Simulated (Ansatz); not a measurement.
# HfZrW4: energies, forces and stress near the listed structure

How do energy, forces, pressure and gap of HfZrW4 change under swapped elements, other functionals? Each case is one self-consistent run.

Method: DFT PBEsol, scalar-relativistic, plane waves, PAW, in Ansatz 0.2.0.

### 1 The starting structure

It takes space group F-43m (No. 216, cubic). Conventional cell: a = 7.613 Å, b = 7.613 Å, c = 7.613 Å, α = 90.00°, β = 90.00°, γ = 90.00°. Around Zr (site symmetry -43m) lie 12 W at 3.16 Å and 4 Hf at 3.30 Å. Hf (site symmetry -43m) is surrounded by 12 W at 3.16 Å and 4 Zr at 3.30 Å. W (site symmetry 3m) has 6 W at 2.69 Å as nearest neighbours.

Structure file:

```xyz
6
Lattice="0.0000 3.8065 3.8065 3.8065 0.0000 3.8065 3.8065 3.8065 0.0000" Properties=species:S:1:pos:R:3 pbc="T T T"
Zr    0.0000    0.0000    0.0000
Hf    5.7098    5.7098    5.7098
W     2.8551    2.8551    2.8551
W     2.8551    4.7579    4.7579
W     4.7579    4.7579    2.8551
W     4.7579    2.8551    4.7579
```

The structure comes from the Materials Project (structure only).

### 2 Functional and cell changed: r2SCAN

What differs from the listed cell: strain xx, yy, zz, yz, xz, xy = +2.7, +2.7, +2.7, +0.0, +0.0, +0.0 %; atoms moved by 0.15 Å root mean square, at most 0.18 Å.

The input, input.yaml:

```yaml
crystal:
  lattice:
    - [0.0, 3.9111600737, 3.9111600737]
    - [3.9111600737, 0.0, 3.9111600737]
    - [3.9111600737, 3.9111600737, 0.0]
  atoms:
    - { symbol: Zr, position: [0.0, 0.0, 0.0] }
    - { symbol: Hf, position: [0.75, 0.75, 0.75] }
    - { symbol: W, position: [0.3889622519, 0.3889622519, 0.3889622519] }
    - { symbol: W, position: [0.8331132443, 0.3889622519, 0.3889622519] }
    - { symbol: W, position: [0.3889622519, 0.3889622519, 0.8331132443] }
    - { symbol: W, position: [0.3889622519, 0.8331132443, 0.3889622519] }
basis:
  ecutwfc: 500
kpoints:
  mp_grid: { grid: [8, 8, 8] }
hamiltonian:
  xc: r2scan
scf:
  occupations: { method: gaussian, width: 0.1 }
output:
  forces: true
  stress: true
  eigenvalues: true
  populations: true
```

### 3 One element swapped, cell strained: W → Pt, first probe

The input, input.yaml:

```yaml
crystal:
  lattice:
    - [0.0, 3.7381990269, 3.7381990269]
    - [3.7381990269, 0.0, 3.7381990269]
    - [3.7381990269, 3.7381990269, 0.0]
  atoms:
    - { symbol: Zr, position: [0.0, 0.0, 0.0] }
    - { symbol: Hf, position: [0.75, 0.75, 0.75] }
    - { symbol: Pt, position: [0.3750300975, 0.3750300975, 0.3750300975] }
    - { symbol: Pt, position: [0.8749097075, 0.3750300975, 0.3750300975] }
    - { symbol: Pt, position: [0.3750300975, 0.3750300975, 0.8749097075] }
    - { symbol: Pt, position: [0.3750300975, 0.8749097075, 0.3750300975] }
basis:
  ecutwfc: 420
kpoints:
  mp_grid: { grid: [4, 4, 4] }
hamiltonian:
  xc: pbesol
scf:
  occupations: { method: gaussian, width: 0.1 }
output:
  forces: true
  stress: true
  eigenvalues: true
```

### 4 Substitution of an element, cell strained: W → Pt

Changes to input.yaml since step 3:

```diff
@@ -15,3 +15,3 @@
 kpoints:
-  mp_grid: { grid: [4, 4, 4] }
+  mp_grid: { grid: [8, 8, 8] }
 hamiltonian:
```

### 5 One element swapped, cell strained: W → Pt, first probe

Changes to input.yaml since step 4:

```diff
@@ -2,5 +2,5 @@
   lattice:
-    - [0.0, 3.7381990269, 3.7381990269]
-    - [3.7381990269, 0.0, 3.7381990269]
-    - [3.7381990269, 3.7381990269, 0.0]
+    - [0.0, 3.5566686135, 3.5566686135]
+    - [3.5566686135, 0.0, 3.5566686135]
+    - [3.5566686135, 3.5566686135, 0.0]
   atoms:
@@ -15,3 +15,3 @@
 kpoints:
-  mp_grid: { grid: [8, 8, 8] }
+  mp_grid: { grid: [4, 4, 4] }
 hamiltonian:
```

### 6 Substitution of an element, cell strained: W → Pt

Changes to input.yaml since step 5:

```diff
@@ -15,3 +15,3 @@
 kpoints:
-  mp_grid: { grid: [4, 4, 4] }
+  mp_grid: { grid: [10, 10, 10] }
 hamiltonian:
```

**Question.** What will these runs give? Wanted: for each run, case; energy; pressure; largest force.

**Answer**, as computed:

| step | case | energy (meV/atom) | pressure (GPa) | largest force (eV/Å) | gap on the mesh (eV) |
| --- | --- | --- | --- | --- | --- |
|  | listed cell, run earlier | 0 | -4.6 | 0.01 | 0.00 |
| 2 | functional and cell changed: r2SCAN | n/a | -1.7 | 7.20 | 0.00 |
| 4 | substitution of an element, cell strained: W → Pt | n/a | -5.0 | 0.01 | 0.00 |
| 6 | substitution of an element, cell strained: W → Pt | n/a | 40.9 | 0.02 | 0.00 |

Energies are counted from the listed cell, with the smearing taken to zero. Other atoms or functionals have another zero of energy (n/a). A gap of 0.00 means none on the mesh at this level.

In words: The listed cell carries -4.6 GPa and forces up to 0.01 eV/Å at this level, so it is not this functional's equilibrium. The runs treat Hf, Pt, W without spin-orbit coupling.
